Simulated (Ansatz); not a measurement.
# Ta (sc type): a single-point run

The task is a single-point run on Ta (sc type).

Method: DFT, LDA, all-electron LAPW, scalar-relativistic, in Ansatz 0.2.0.

### Step 1. The starting structure

It takes space group Pm-3m (No. 221, cubic). Conventional cell: a = 2.491 Å, b = 2.491 Å, c = 2.491 Å, α = 90.00°, β = 90.00°, γ = 90.00°. Around Ta (site symmetry m-3m) lie 6 Ta at 2.49 Å.

Coordinates:

```
CELL_PARAMETERS angstrom
2.49064 0.00000 0.00000
0.00000 2.49064 0.00000
0.00000 0.00000 2.49064
ATOMIC_POSITIONS crystal
Ta 0.00000 0.00000 0.00000
```

### Step 2. Input and run

input.yaml reads:

```yaml
crystal:
  lattice:
    - [2.4906369222, 0.0, 0.0]
    - [0.0, 2.4906369222, 0.0]
    - [0.0, 0.0, 2.4906369222]
  atoms:
    - { symbol: Ta, position: [0.0, 0.0, 0.0] }
kpoints:
  mp_grid: { grid: [0, 14, 14] }
scf:
  occupations: { method: fermi_dirac, width: 0.05 }
  max_iter: 60
hamiltonian:
  xc: lda
  pseudopotentials: { kind: all_electron, lapw: { basis_error: 0.001 } }
output:
  forces: true
  stress: true
  eigenvalues: true
  populations: true
```

On the command line:

```
$ ansatz run input.yaml --threads 1 --pin off --max-ram 2048MiB --backend cpu --events-out ev --progress --plain --runs-dir out
```

**Question.** How will this run end, and is anything wrong with its input?

Nothing was computed: the input was turned down at the start. Its message: «invalid value for `kpoints.mp_grid.grid`: each dimension must be in 1..=255»

The suspect setting: kpoints.mp_grid.grid is [0, 14, 14]. The k-point mesh is ill-defined.

What to do: set kpoints.mp_grid.grid to [14, 14, 14].
